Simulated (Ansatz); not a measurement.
**BFGaH6NSi: from a rough start to a stationary point**

Aim: relax BFGaH6NSi from a cheap starting geometry, check the end point by its vibrations and derive ideal-gas thermochemistry, and look at its orbitals and charge.

Computed with Ansatz 0.2.0, Gaussian basis. Level: RKS PBE0-D4/def2-TZVP.

Plan: relaxation at PBE0-D4/def2-TZVP; harmonic vibrations at the same level; a single point in def2-TZVPP for the fields.

## 1. The starting structure

SMILES `[NH2][Ga]([SiH3])[BH]F`, 11 atoms, charge 0, spin multiplicity 1.

Atoms are counted from 1 here; the program's logs count them from 0.

Bond lengths: N1–Ga2 1.845 Å, N1–H6 1.016 Å, N1–H7 1.015 Å, Ga2–Si3 2.415 Å, Ga2–B4 2.138 Å, Si3–H8 1.477 Å, Si3–H9 1.478 Å, Si3–H10 1.479 Å, B4–F5 1.329 Å, B4–H11 1.182 Å. Angles: Ga2–N1–H6 127.0°, Ga2–N1–H7 126.3°, H6–N1–H7 106.7°, N1–Ga2–Si3 109.1°, N1–Ga2–B4 107.6°, Si3–Ga2–B4 142.8°, Ga2–Si3–H8 113.3°, Ga2–Si3–H9 112.0°, Ga2–Si3–H10 114.2°, H8–Si3–H9 105.7°, H8–Si3–H10 105.3°, H9–Si3–H10 105.5°, Ga2–B4–F5 107.9°, Ga2–B4–H11 138.3°, F5–B4–H11 113.5°.

Geometry (Å):

```xyz
11
charge 0, multiplicity 1
N     0.7211    1.0255    1.3026
Ga    0.2790    0.0535   -0.2014
Si   -2.1093   -0.3053   -0.2358
B     2.1015   -0.5286   -1.1559
F     2.4202   -1.7441   -0.7234
H     1.6510    1.3135    1.5921
H     0.0718    1.4061    1.9842
H    -2.8723    0.8829   -0.6689
H    -2.6358   -0.6547    1.1000
H    -2.5462   -1.3986   -1.1307
H     2.9191   -0.0501   -1.8628
```

The start is a GFN2-xTB geometry.

## 2. Optimising with PBE0-D4/def2-TZVP

in.yaml

```yaml
crystal:
  periodic: [false, false, false]
  atoms:
    - {symbol: N, position_ang: [0.721130, 1.025470, 1.302580]}
    - {symbol: Ga, position_ang: [0.278970, 0.053470, -0.201410]}
    - {symbol: Si, position_ang: [-2.109300, -0.305330, -0.235770]}
    - {symbol: B, position_ang: [2.101520, -0.528580, -1.155900]}
    - {symbol: F, position_ang: [2.420210, -1.744120, -0.723430]}
    - {symbol: H, position_ang: [1.651000, 1.313540, 1.592090]}
    - {symbol: H, position_ang: [0.071760, 1.406140, 1.984190]}
    - {symbol: H, position_ang: [-2.872340, 0.882850, -0.668930]}
    - {symbol: H, position_ang: [-2.635830, -0.654730, 1.100050]}
    - {symbol: H, position_ang: [-2.546210, -1.398580, -1.130680]}
    - {symbol: H, position_ang: [2.919110, -0.050130, -1.862780]}
basis:
  gaussian: {orbitals: def2-TZVP}
hamiltonian: {xc: pbe0, dispersion: d4}
relax: {f_tol: 0.005, max_steps: 150}
```

Launch:

```
ansatz run in.yaml --threads 4 --pin off --events-out ev --progress --plain --max-ram 10444MiB
```

The runs that follow: Force constants and modes; Fields at the relaxed geometry.

Q: Predict the results of all the runs planned. Wanted: point group; shift from the start; total energy; dispersion term; dipole moment; lowest, highest wavenumber; zero-point energy; HOMO, LUMO.

The runs gave:

| quantity | value |
| --- | --- |
| point group | C1 |
| steps | 42 |
| shift from the start (rms) | 0.597 Å |
| total energy | -65224.8241 eV |
| dispersion term | -195 meV |
| dipole moment | 1.45 D |
| lowest, highest wavenumber | 31, 3712 cm⁻¹ |
| zero-point energy | 40.8 kcal/mol |
| entropy at 298.15 K | 413.0 J/(mol K) |
| HOMO, LUMO | -6.98, -1.63 eV |

What this shows: The atoms moved 0.60 Å (rms) from the start; the bond that changed most is B4–H11, from 1.182 to 1.207 Å. All wavenumbers are real, so the end point is a minimum. The stiffest mode, 3712 cm⁻¹, is an N–H stretch, and 5 modes under 200 cm⁻¹ make the vibrational entropy uncertain. Harmonic hybrid wavenumbers usually lie a few per cent above measured fundamentals. The largest Mulliken charge, -0.62 e, sits on N1. The HOMO lies mostly on Ga2 24 %; B4 24 % and the LUMO on B4 50 %; H11 13 %.
